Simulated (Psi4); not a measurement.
**C2HClFIn (SMILES C#[C][In]([F])[Cl]) at revPBE/def2-SVP (core potential)**

Aim: the vertical singlet–triplet gap of C2HClFIn at revPBE/def2-SVP (core potential), from 2 runs. 

The calculation is run with Psi4 1.11.

10 further runs of the same task are left out: 8 that didn't finish, 2 set aside as unsound or not needed. Runs told in other sessions of the task aren't counted.

**1. Starting point**

C2HClFIn has 6 atoms, charge 0, and is taken as a singlet. As SMILES, `C#[C][In]([F])[Cl]`. Geometry: relaxed at PBE0-D4/def2-TZVP.

Bond lengths: C1–C2 1.206 Å, C2–In3 2.048 Å, In3–F4 1.933 Å, In3–Cl5 2.293 Å, C1–H6 1.067 Å. Angles: C1–C2–In3 179.4°, C2–In3–F4 120.7°, C2–In3–Cl5 127.6°, F4–In3–Cl5 111.7°, C2–C1–H6 179.8°.

**2. Energy and forces at revPBE/def2-SVP (core potential)**

Contents of input.dat:

```
memory 2.2 GB

molecule {
  C      1.088300     0.340300     1.700800
  C      0.438900     0.120100     0.708700
  In    -0.655800    -0.235700    -0.984700
  F     -1.773600    -1.806600    -1.123700
  Cl    -0.759200     1.049500    -2.880900
  H      1.661500     0.532400     2.579900
  symmetry c1
}

set basis def2-SVP
set puream true
set e_convergence 1e-09
set d_convergence 1e-08
set scf_type pk
set dft_radial_points 99
set dft_spherical_points 590

energy_value, wavefunction = gradient('revpbe', return_wfn=True)
oeprop(wavefunction, 'MAYER_INDICES', 'LOWDIN_CHARGES', 'DIPOLE', title='REVPBE')
print_variables()
```

Started as:

```bash
$ psi4 -i input.dat -o output.dat -n 1
```

output.dat:

```text
[...]
    !!!  WARNING: ECP capability is in beta. Please check occupations closely.  !!!
[...]
  Running in c1 symmetry.
[...]
  Nuclear repulsion =  274.588230394353843
[...]
  Multiplicity = 1
[...]
  Nalpha       = 30
  Nbeta        = 30
[...]
    Number of basis functions: 91
[...]
   @RKS iter   1:  -826.23445882918372   -9.48470e-01   9.12779e-03 DIIS/ADIIS
[...]
   @RKS iter  13:  -826.61259207710384   -6.02540e-12   3.24454e-09 DIIS
[...]
    Orbital Energies [Eh]
    ---------------------
    Doubly Occupied:
       1A   -100.652569     2A    -24.221838     3A     -9.937287
       4A     -9.928933     5A     -9.175134     6A     -6.998030
       7A     -6.990962     8A     -6.990012     9A     -4.529853
      10A     -2.977738    11A     -2.969039    12A     -2.966831
      13A     -0.992430    14A     -0.770486    15A     -0.746507
      16A     -0.738323    17A     -0.736295    18A     -0.729459
      19A     -0.699638    20A     -0.683722    21A     -0.506201
      22A     -0.428125    23A     -0.351253    24A     -0.332354
      25A     -0.309493    26A     -0.294059    27A     -0.286773
      28A     -0.279499    29A     -0.278882    30A     -0.276184
[...]
  @RKS Final Energy:  -826.61259207710384
   => Energetics <=
    Nuclear Repulsion Energy =            274.5882303943538432
    One-Electron Energy =               -1759.4906987166846193
    Two-Electron Energy =                 724.8450081938390213
    DFT Exchange-Correlation Energy =     -66.5551319486120150
    Empirical Dispersion Energy =           0.0000000000000000
    VV10 Nonlocal Energy =                  0.0000000000000000
    Total Energy =                       -826.6125920771038409
[...]
  -Total Gradient:
     Atom            X                  Y                   Z
    ------   -----------------  -----------------  -----------------
       1       -0.020394099286    -0.006873313765    -0.031231178425
       2        0.020484155663     0.006502381127     0.031890462138
       3       -0.006005152178    -0.003769137860    -0.006900759560
       4        0.012072665477     0.016935202022     0.001543981851
       5        0.000580316685    -0.010609935870     0.015115898271
       6       -0.006803125739    -0.002250967662    -0.010460606103
[...]
 Multipole Moments:
 ------------------------------------------------------------------------------------
     Multipole            Electronic (a.u.)      Nuclear  (a.u.)        Total (a.u.)
 ------------------------------------------------------------------------------------
 L = 1.  Multiply by 2.5417464519 to convert [e a0] to [Debye]
 Dipole X            :         -6.7895676            7.4796576            0.6900900
 Dipole Y            :        -10.3631711           10.7658489            0.4026778
 Dipole Z            :          0.2356865            0.5966822            0.8323687
 Magnitude           :                                                    1.1537813
[...]
```

Run time: 18 s. Hardware: 1 thread of Intel Xeon Platinum 8488C (Sapphire Rapids), shared host; peak memory 0.94 GiB.

**3. The triplet, same level**

Contents of c2hclfin.xyz:

```xyz
6
C2HClFIn
C      1.088300     0.340300     1.700800
C      0.438900     0.120100     0.708700
In    -0.655800    -0.235700    -0.984700
F     -1.773600    -1.806600    -1.123700
Cl    -0.759200     1.049500    -2.880900
H      1.661500     0.532400     2.579900
```

Contents of c2hclfin_ase.py:

```python
import numpy as np
from ase.calculators.psi4 import Psi4
from ase.io import read

mol = read('c2hclfin.xyz')
calc = Psi4(atoms=mol, method='revpbe', basis='def2-SVP', memory='2200MB', num_threads=1, charge=0, multiplicity=3, label='calc', reference='uks')
calc.psi4.set_options({'puream': True, 'e_convergence': 1e-09, 'd_convergence': 1e-08, 'scf_type': 'pk', 'dft_radial_points': 99, 'dft_spherical_points': 590, 'maxiter': 100})
mol.calc = calc

forces = mol.get_forces()
print(f'energy: {mol.get_potential_energy():.6f} eV')
print('forces / eV A^-1')
print(np.round(forces, 5))
```

Started as:

```bash
$ python c2hclfin_ase.py
```

calc.dat, cut to the lines that bear on the results:

```text
[...]
    !!!  WARNING: ECP capability is in beta. Please check occupations closely.  !!!
[...]
  Running in c1 symmetry.
[...]
  Nuclear repulsion =  274.588230394353843
[...]
  Multiplicity = 3
[...]
  Nalpha       = 31
  Nbeta        = 29
[...]
    Number of basis functions: 91
[...]
   @UKS iter   1:  -825.59206166482011   -3.06072e-01   1.15178e-02 ADIIS/DIIS
[...]
   @UKS iter  31:  -826.43464680609122   -5.34328e-12   8.75976e-09 DIIS
[...]
   @S^2 Observed:                2.003983668E+00
[...]
  @UKS Final Energy:  -826.43464680609122
   => Energetics <=
    Nuclear Repulsion Energy =            274.5882303943538432
    One-Electron Energy =               -1759.3132809486469341
    Two-Electron Energy =                 724.8384449813345327
    DFT Exchange-Correlation Energy =     -66.5480412331326221
    Empirical Dispersion Energy =           0.0000000000000000
    VV10 Nonlocal Energy =                  0.0000000000000000
    Total Energy =                       -826.4346468060912230
  UHF NO Occupations:
  HONO-2 :   29  A 1.9990215
  HONO-1 :   30  A 1.0000000
[...]
 Multipole Moments:
 ------------------------------------------------------------------------------------
     Multipole            Electronic (a.u.)      Nuclear  (a.u.)        Total (a.u.)
 ------------------------------------------------------------------------------------
 L = 1.  Multiply by 2.5417464519 to convert [e a0] to [Debye]
 Dipole X            :         -6.3929552            7.4796576            1.0867024
 Dipole Y            :        -10.1388407           10.7658489            0.6270083
 Dipole Z            :          0.7242947            0.5966822            1.3209769
 Magnitude           :                                                    1.8218237
[...]
  -Total Gradient:
     Atom            X                  Y                   Z
    ------   -----------------  -----------------  -----------------
       1       -0.102934004031    -0.034608707017    -0.157612011096
       2        0.103828740585     0.033811176915     0.160409709593
       3       -0.009944327865    -0.002295921210    -0.016556297971
       4        0.014899582885     0.021230235199     0.001454156761
       5        0.000324644405    -0.016158970775     0.021900605198
       6       -0.006240367437    -0.002044201243    -0.009638521862
[...]
```

The script printed:

```text
energy: -22488.432198 eV
forces / eV A^-1
[[ 5.29308  1.77965  8.10474]
 [-5.33909 -1.73864 -8.2486 ]
 [ 0.51136  0.11806  0.85136]
 [-0.76617 -1.0917  -0.07478]
 [-0.01669  0.83093 -1.12617]
 [ 0.32089  0.10512  0.49563]]
```

Wall time 41 s (1 thread of Intel Xeon Platinum 8488C (Sapphire Rapids), shared host); peak memory 0.96 GiB.

**4. Results**

At revPBE/def2-SVP (core potential):

```
                                        quantity          value
                           singlet: total energy  -826.61259 Eh
                          singlet: dipole moment         2.93 D
                            singlet: HOMO energy       -7.52 eV
                            singlet: LUMO energy       -2.55 eV
                          singlet: HOMO–LUMO gap        4.96 eV
               singlet: largest force on an atom     1.977 eV/Å
                           triplet: total energy  -826.43465 Eh
                          triplet: dipole moment         4.63 D
     triplet: HOMO energy (highest over α and β)       -3.26 eV
                                   triplet: ⟨S²⟩          2.004
               triplet: largest force on an atom     9.978 eV/Å
vertical energy of the triplet above the singlet       4.842 eV
```

In words: At this shape the triplet lies 4.84 eV (112 kcal/mol) above the singlet. The largest force (singlet) is 1.98 eV/Å: the shape isn't a stationary point for this species at this level.
